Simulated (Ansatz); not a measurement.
Geometry optimisation, DFT PBE-D3(BJ), scalar-relativistic, plane waves, PAW (Ansatz).

The input (input.yaml):

```yaml
crystal:
  lattice:
    - [0.0, 5.43, 5.43]
    - [5.43, 0.0, 5.43]
    - [5.43, 5.43, 0.0]
  atoms:
    - { symbol: Si, position: [0.0, 0.0, 0.0] }
    - { symbol: Si, position: [0.125, 0.125, 0.125] }
    - { symbol: Si, position: [0.0, 0.0, 0.5] }
    - { symbol: Si, position: [0.125, 0.125, 0.625] }
    - { symbol: Si, position: [0.0, 0.5, 0.0] }
    - { symbol: Si, position: [0.125, 0.625, 0.125] }
    - { symbol: Si, position: [0.0, 0.5, 0.5] }
    - { symbol: Si, position: [0.125, 0.625, 0.625] }
    - { symbol: Si, position: [0.5, 0.0, 0.0] }
    - { symbol: Si, position: [0.625, 0.125, 0.125] }
    - { symbol: Si, position: [0.5, 0.0, 0.5] }
    - { symbol: Si, position: [0.625, 0.125, 0.625] }
    - { symbol: Si, position: [0.5, 0.5, 0.0] }
    - { symbol: Si, position: [0.625, 0.625, 0.125] }
    - { symbol: Si, position: [0.5, 0.5, 0.5] }
    - { symbol: Si, position: [0.625, 0.625, 0.625] }
    - { symbol: Fe, position: [0.7582847, 0.247688, 0.7576549], spin: 2.5 }
magnetization:
  spin_polarized: true
basis:
  ecutwfc: 420.0
kpoints:
  mp_grid: { grid: [2, 2, 2] }
hamiltonian:
  xc: pbe
  dispersion: d3bj
  pseudopotentials: { kind: paw, azcp: { folder: soft_1 } }
scf:
  occupations: { method: gaussian, width: 0.05 }
  lower_state_search: "off"
relax:
  f_tol: 0.03
  max_steps: 60
  adjacent_minimum: "off"
output:
  write_density: true
  write_potential: true
  elf: true
  volumetric_format: npy
```

Command:

```bash
$ ansatz run input.yaml --threads 2 --pin off --max-ram 5120MiB --backend cpu --events-out ev --progress --plain --runs-dir out
```

Q: Where does it end, and by what steps?

A: The run converged. The force dipped under the threshold on the way, but the program's further checks kept it going. Limits of this set-up: coarse k mesh. After 16 steps the energy has fallen by 0.053 eV; Si4 moved furthest, 0.09 Å.

```csv
step,energy less start (eV),largest force component (eV/Å),accepted
0,0.0000,0.431,yes
1,-0.0349,0.290,yes
2,-0.0469,0.096,yes
3,-0.0413,0.175,no
4,-0.0501,0.026,yes
5,-0.0503,0.013,yes
6,-0.0504,0.004,yes
7,-0.0504,0.005,yes
8,-0.0505,0.006,yes
9,-0.0505,0.008,yes
10,-0.0506,0.009,yes
11,-0.0508,0.011,yes
12,-0.0520,0.013,yes
13,0.0577,0.399,no
14,-0.0268,0.202,no
15,-0.0529,0.015,yes
16,-0.0530,0.006,yes
```

```xyz
17
Lattice="0.0000 5.4300 5.4300 5.4300 0.0000 5.4300 5.4300 5.4300 0.0000" Properties=species:S:1:pos:R:3
Si -0.019 -0.004 0.023
Si 1.383 1.339 1.345
Si 2.725 2.741 0.022
Si 4.022 4.130 1.412
Si 2.727 -0.004 2.706
Si 4.089 1.339 4.051
Si 5.412 2.741 2.709
Si 6.814 4.065 4.050
Si 0.014 2.707 2.686
Si 1.366 4.055 4.069
Si 2.667 5.482 2.766
Si 4.094 6.785 4.066
Si 2.748 2.707 5.420
Si 4.079 4.075 6.786
Si 5.445 5.406 5.418
Si 6.797 6.786 6.769
Fe 5.395 8.181 5.466
```

Whether the end is a true minimum wasn't checked by a vibrational analysis.

The run took 4 min on 2 threads of Arm Neoverse V1, on a shared host, peak memory 0.77 GiB.
